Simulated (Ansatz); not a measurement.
**Cl2GeH2O2: a ladder of functionals and wavefunction methods**

An exercise on one series of results from a longer session: the logs are not shown, and one member is left open.

Computed with Ansatz 0.2.0, Gaussian basis. Level: functionals in def2-TZVPP, the program's frozen cores in correlated methods.

The runs, in order: LDA (SPW92), PBE-D4, revPBE-D4, BLYP-D4, r2SCAN-D4, B97M-V, PBE0-D4, B3LYP-D4, r2SCANh-D4, r2SCAN0-D4, HSE06-D4, BHLYP-D4, CAM-B3LYP-D4, LC-ωPBE, ωB97X-V, ωB97M-V, B2PLYP, PBE-QIDH; CCSD(T)/def2-SVP; CCSD(T)/def2-TZVPP; MP2/def2-QZVPP; extrapolation to the limit; RPA on PBE.

## The relaxed structure

All runs share one geometry, relaxed beforehand with PBE0-D4 in a triple-zeta def2 set.

SMILES `[OH][Ge]([OH])([Cl])[Cl]`, 7 atoms, charge 0, spin multiplicity 1.

Atoms are counted from 1 here; the program's logs count them from 0.

Bond lengths: O1–Ge2 1.752 Å, O1–H6 0.961 Å, Ge2–O3 1.743 Å, Ge2–Cl4 2.116 Å, Ge2–Cl5 2.133 Å, O3–H7 0.962 Å. Angles: Ge2–O1–H6 113.3°, O1–Ge2–O3 107.4°, O1–Ge2–Cl4 112.9°, O1–Ge2–Cl5 108.9°, O3–Ge2–Cl4 107.1°, O3–Ge2–Cl5 112.4°, Cl4–Ge2–Cl5 108.3°, Ge2–O3–H7 111.8°.

Coordinates:

```
O    -0.91026    0.27251    1.13292
Ge   -0.01425   -0.05582   -0.33613
O     1.26713   -1.16564    0.07100
Cl   -1.19230   -0.98744   -1.82626
Cl    0.72435    1.78579   -1.11975
H    -1.43748    1.07493    1.08479
H     1.62400   -0.99233    0.94773
```

The first run:

Input file in.yaml:

```yaml
crystal:
  periodic: [false, false, false]
  atoms:
    - {symbol: O, position_ang: [-0.910255, 0.272510, 1.132918]}
    - {symbol: Ge, position_ang: [-0.014249, -0.055823, -0.336130]}
    - {symbol: O, position_ang: [1.267134, -1.165640, 0.071004]}
    - {symbol: Cl, position_ang: [-1.192298, -0.987442, -1.826264]}
    - {symbol: Cl, position_ang: [0.724354, 1.785792, -1.119753]}
    - {symbol: H, position_ang: [-1.437481, 1.074931, 1.084794]}
    - {symbol: H, position_ang: [1.623995, -0.992329, 0.947730]}
basis:
  gaussian: {orbitals: def2-TZVPP}
hamiltonian: {xc: lda}
output: {orbitals: {seedname: orbitals}}
```

The run is started by

```bash
$ ansatz run in.yaml --threads 4 --pin off --events-out ev --progress --plain --max-ram 10444MiB
```

Steps of the session up to this table: LDA; PBE-D4 (GGA); revPBE-D4 (GGA); BLYP-D4 (GGA); r2SCAN-D4 (meta-GGA); B97M-V (meta-GGA); B3LYP-D4 (hybrid); r2SCANh-D4 (hybrid); r2SCAN0-D4 (hybrid); HSE06-D4 (hybrid); BHLYP-D4 (hybrid); CAM-B3LYP-D4 (range-separated); LC-ωPBE (range-separated); ωB97X-V (range-separated); ωB97M-V (range-separated); B2PLYP (double hybrid); PBE-QIDH (double hybrid).

One table of the session follows, with a row left open; its other results are not shown here.

| functional | HOMO (eV) | gap (eV) |
| --- | --- | --- |
| LDA (SPW92) | -7.98 | 5.52 |
| PBE-D4 | -7.81 | 5.67 |
| revPBE-D4 | -7.75 | 5.73 |
| BLYP-D4 | -7.66 | 5.54 |
| r2SCAN-D4 | -8.22 | 6.39 |
| B97M-V | -8.30 | 6.53 |
| PBE0-D4 | -9.35 | 8.23 |
| B3LYP-D4 | -9.05 | 7.58 |
| r2SCANh-D4 | -8.79 | 7.32 |
| r2SCAN0-D4 | -9.62 | 8.69 |
| HSE06-D4 | -8.95 | 7.46 |
| BHLYP-D4 | -10.69 | 10.59 |
| CAM-B3LYP-D4 | ? | ? |
| LC-ωPBE | -12.22 | 13.44 |
| ωB97X-V | -11.82 | 12.91 |
| ωB97M-V | -11.64 | 12.52 |

**Question.** Estimate the row for CAM-B3LYP-D4.

The run gave: HOMO (eV): -10.75; gap (eV): 10.63. In the column «HOMO (eV)» it lies between ωB97M-V (-11.64) and BHLYP-D4 (-10.69).
